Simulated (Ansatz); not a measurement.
**Mg5NiS6: one candidate of a structure search**

Aim: relax a trial structure of Mg5NiS6 and see where it ends, then test the end with a random kick.

Method: DFT PBE, scalar-relativistic, plane waves, PAW, in Ansatz 0.2.0.

### Step 1. Starting point

Symmetry: P4/mmm, No. 123, tetragonal system. The conventional cell has a = 3.657 Å, b = 3.657 Å, c = 15.349 Å, α = 90.00°, β = 90.00°, γ = 90.00°. Around Mg (site symmetry 4mm) lie 6 S at 2.45 to 2.60 Å. Around Mg (site symmetry 4mm) lie 6 S at 2.59 to 2.68 Å. Mg (site symmetry 4/mmm) has 6 S at 2.59 to 2.63 Å in its first shell of neighbours. Ni (site symmetry 4/mmm) has 6 S at 2.35 to 2.59 Å in its first shell of neighbours. Around S (site symmetry 4mm) lie 6 Mg at 2.59 to 2.63 Å. S (site symmetry 4/mmm) has 6 Mg at 2.59 to 2.65 Å in its first shell of neighbours. S (site symmetry 4mm) has 1 Ni at 2.35 Å and 5 Mg at 2.59 to 2.68 Å in its first shell of neighbours. S (site symmetry 4/mmm) has 2 Mg at 2.45 Å and 4 Ni at 2.59 Å in its first shell of neighbours.

As a file:

```cif
data_structure
_symmetry_space_group_name_H-M 'P4/mmm'
_symmetry_Int_Tables_number 123
_cell_length_a 3.6573
_cell_length_b 3.6573
_cell_length_c 15.3486
_cell_angle_alpha 90.000
_cell_angle_beta 90.000
_cell_angle_gamma 90.000
_cell_volume 205.30
loop_
_atom_site_label
_atom_site_type_symbol
_atom_site_symmetry_multiplicity
_atom_site_Wyckoff_symbol
_atom_site_fract_x
_atom_site_fract_y
_atom_site_fract_z
_atom_site_occupancy
Mg1 Mg 2 g 0.00000 0.00000 0.65932 1
Mg2 Mg 2 h 0.50000 0.50000 0.82766 1
Mg3 Mg 1 a 0.00000 0.00000 0.00000 1
Ni1 Ni 1 d 0.50000 0.50000 0.50000 1
S1 S 2 g 0.00000 0.00000 0.82893 1
S2 S 1 c 0.50000 0.50000 0.00000 1
S3 S 2 h 0.50000 0.50000 0.34664 1
S4 S 1 b 0.00000 0.00000 0.50000 1
```

The start is the relaxed end of an invented cell (made as: elements ordered on the sites of the MgS type, Ni/Mg on Mg (P4/mmm, No. 123)), taken up again for a closer look.

### Step 2. Probe: one point on a coarse mesh

input.yaml

```yaml
crystal:
  lattice:
    - [3.6573029, 0.0, 0.0]
    - [0.0, 3.6573029, 0.0]
    - [0.0, 0.0, 15.3485626]
  atoms:
    - { symbol: Mg, position: [0.0, 0.0, 0.65932] }
    - { symbol: Mg, position: [0.5, 0.5, 0.827661] }
    - { symbol: Mg, position: [0.0, 0.0, 0.0] }
    - { symbol: Mg, position: [0.5, 0.5, 0.172339] }
    - { symbol: Mg, position: [0.0, 0.0, 0.34068] }
    - { symbol: Ni, position: [0.5, 0.5, 0.5] }
    - { symbol: S, position: [0.0, 0.0, 0.828931] }
    - { symbol: S, position: [0.5, 0.5, 0.0] }
    - { symbol: S, position: [0.0, 0.0, 0.171069] }
    - { symbol: S, position: [0.5, 0.5, 0.346637] }
    - { symbol: S, position: [0.0, 0.0, 0.5] }
    - { symbol: S, position: [0.5, 0.5, 0.653363] }
basis:
  ecutwfc: 420
kpoints:
  mp_grid: { grid: [6, 6, 1] }
hamiltonian:
  xc: pbe
scf:
  occupations: { method: gaussian, width: 0.1 }
  lower_state_search: "off"
output:
  forces: true
  stress: true
  eigenvalues: true
```

Run with:

```bash
$ ansatz run input.yaml --threads 4 --pin off --max-ram 8192MiB --backend cpu --events-out ev --progress --plain --runs-dir out
```

Further runs follow: spin check on a coarse mesh; relaxation on the finer mesh; kick test: the unmoved cell on a coarse mesh; random kick, then relaxation.

Before running it: what results should come out? Wanted: conventional cell; volume; energy over the elements; gap on the mesh.

**Answer**, as computed:

| quantity | value |
| --- | --- |
| symmetry at the end (tolerance 0.05 Å) | space group P4/mmm (No. 123) |
| conventional cell | a = 3.657 Å, b = 3.657 Å, c = 15.349 Å, α = 90.00°, β = 90.00°, γ = 90.00° |
| volume | 17.11 Å³/atom |
| energy over the elements | -1.19 eV/atom |
| gap on the mesh | none (metal) |

What this shows: The space group P4/mmm (No. 123) is kept, at nearly the size of the first guess. It lies below the elements, which doesn't yet make it stable: competing phases were not computed in this session. It survived the kick, though modes of other wave vectors, which need another repeat, weren't probed. A spin-polarised run here lost its starting moments, which speaks against magnetism, though one start doesn't rule it out. Other magnetic orders were not searched.
